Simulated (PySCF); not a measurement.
**ZnCl−: from the state search to spectroscopic constants**

An exercise on one series of results from a longer session: the logs are not shown, and one member is left open.

The runs use PySCF 2.14.0; Zn def2-TZVPPD, Cl def2-TZVPPD, no relativity.

1 further run of the same task is left out (set aside as unsound or not needed).

The first run:

Settings of the job:

| Item | Value |
| --- | --- |
| atoms | Zn, Cl |
| charge | -1 |
| basis | Zn def2-TZVPPD, Cl def2-TZVPPD |
| Hamiltonian | no relativity |
| basis functions | 118 |
| electrons treated | 48 |
| masses in u | 63.9291, 34.9689 |
| levels | PBE0, PBE, r²SCAN, BP86, r²SCAN0, LDA, BHandHLYP, PW91, LC-ωPBE, HF, MP2, SCS-MP2, CCSD, CCSD(T) |
| grid | 80 radial by 434 angular points |
| occupations | held fixed by the projection of orbital angular momentum |
| dissociation limit | Zn + Cl−, each in its ground configuration |
| starting distance in angstrom | 2.260 |
| values of 2S to try | 0, 2 |

Command:

```sh
> OMP_NUM_THREADS=2 python dia.py task.json out
```

Steps of the session up to this table: Input; First curve: PBE0; PBE; r²SCAN (meta-GGA); BP86 (GGA); r²SCAN0 (hybrid meta-GGA); LDA; BHandHLYP (global hybrid GGA); PW91 (GGA); LC-ωPBE (range-separated hybrid); RHF (mean field); Correlated methods on the Hartree–Fock reference.

One of the session's tables, all rows but one given; the rest of the session is left out.

Energy (eV) from each level's lowest point:

| R (Å) | RHF | RHF-MP2 | RHF-SCS-MP2 | RHF-CCSD | RHF-CCSD(T) |
| --- | --- | --- | --- | --- | --- |
| 2.150 | 0.369 | 0.263 | 0.304 | n/a | n/a |
| 2.250 | 0.171 | 0.107 | 0.133 | 0.132 | 0.123 |
| 2.350 | 0.063 | 0.029 | 0.043 | 0.041 | 0.037 |
| 2.425 | 0.021 | 0.005 | 0.011 | 0.010 | 0.008 |
| 2.500 | 0.003 | 0.000 | 0.000 | 0.000 | 0.000 |
| 2.575 | 0.000 | 0.009 | 0.003 | 0.005 | 0.007 |
| 2.675 | ? | ? | ? | ? | ? |
| 2.800 | 0.044 | 0.079 | 0.060 | 0.068 | 0.075 |
| 2.950 | 0.092 | 0.139 | 0.115 | 0.125 | 0.136 |
| 3.150 | 0.158 | 0.220 | 0.189 | n/a | n/a |

Estimate the missing values for R (Å) = 2.675.

Worked estimate for «RHF». A straight line through the neighbours (2.575, 0.000) and (2.800, 0.044) gives 0.000 + (0.044 − 0.000) × (2.675 − 2.575) / (2.800 − 2.575) = 0.020; a parabola fitted to 4 rows on both sides gives 0.015.

**Answer.** RHF: 0.013; RHF-MP2: 0.034; RHF-SCS-MP2: 0.023; RHF-CCSD: 0.027; RHF-CCSD(T): 0.031. In «RHF» the line misses by +0.007 and the parabola by +0.002.
